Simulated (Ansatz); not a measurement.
Task: a calculation of the elastic constants of CuPd, space group Pm-3m, with the Python package of Ansatz (0.2.0). Give the script and its output. Use: PBEsol, PAW, cutoff 550 eV, 15×15×15 k-points, Fermi-Dirac smearing of 0.1 eV.

Input file `cupd.xyz`:
```text
2
Lattice="2.988 0.0 0.0 0.0 2.988 0.0 0.0 0.0 2.988" Properties=species:S:1:pos:R:3 pbc="T T T"
Cu    0.00000000    0.00000000    0.00000000
Pd    1.49400000    1.49400000    1.49400000
```

`elastic.py`:
```python
import warnings

import ansatz as az
import numpy as np

warnings.simplefilter("ignore", az.DeckWarning)

structure = az.Crystal.from_extxyz("cupd.xyz")

calculation = (
    structure.calculation()
    .functional(az.Functional.PBESOL)
    .basis(550)
    .scf(tolerance=1e-09)
    .occupations("Fermi-Dirac", width=0.1)
    .kpoints(15, 15, 15)
)
res = calculation.elastic(az.ElasticMode.RELAXED_ION).run(threads=1, pin="off")
elastic = res.elastic

print(np.array2string(np.round(elastic.c_gpa, 1) + 0.0, suppress_small=True))
print("Voigt stress of the unstrained cell (GPa, tension positive):", np.round(elastic.sigma0_gpa, 3) + 0.0)
print("smallest eigenvalue of C:", round(elastic.stability.min_eigenvalue_gpa, 1), "GPa; tensor positive definite:", elastic.stability.min_eigenvalue_gpa > 0)
if elastic.stability.min_eigenvalue_gpa > 0:
    m = elastic.moduli
    print(f"K = {m.k_hill_gpa:.1f}, G = {m.g_hill_gpa:.1f}, E = {m.youngs_gpa:.1f} GPa, Poisson ratio {m.poisson:.3f}, K/G = {m.k_hill_gpa / m.g_hill_gpa:.2f}")
    S = np.linalg.inv(elastic.c_gpa)
    print("Young modulus along x, y, z (GPa):", np.round(1 / np.diag(S)[:3], 1))
    print("linear compressibility along x, y, z (1/TPa):", np.round(1000 * S[:3, :3].sum(axis=1), 2))
```

`python elastic.py` gives:
```text
[[178.3 151.9 151.9   0.    0.    0. ]
 [151.9 178.3 151.9   0.    0.    0. ]
 [151.9 151.9 178.3   0.    0.    0. ]
 [  0.    0.    0.   99.1   0.    0. ]
 [  0.    0.    0.    0.   99.1   0. ]
 [  0.    0.    0.    0.    0.   99.1]]
Voigt stress of the unstrained cell (GPa, tension positive): [4.527 4.527 4.527 0.    0.    0.   ]
smallest eigenvalue of C: 26.5 GPa; tensor positive definite: True
K = 160.7, G = 46.1, E = 126.3 GPa, Poisson ratio 0.369, K/G = 3.48
Young modulus along x, y, z (GPa): [38.6 38.6 38.6]
linear compressibility along x, y, z (1/TPa): [2.07 2.07 2.07]
```

What to keep in mind:
- The cell isn't relaxed first, so the values belong to this volume.
- A positive definite tensor excludes instabilities under uniform strain alone; phonons elsewhere in the zone can still be imaginary.
- The program warned that this SCF threshold is loose for forces or stresses.
- The cell stands under -4.5 GPa at these settings.
- The starting cell is as deposited in a crystallographic database; the results hold for this polymorph, which needn't be the stable one.
- Shear constants of a metal converge slowly with the k-point mesh and can be wrong in sign on a coarse one; the constants belong to the cell that was strained.
- The script silences the warnings on its input, which a real study should read.
- The whole script took 78 s on 1 thread of Arm Neoverse V2, on a shared host, peak memory 0.71 GiB.
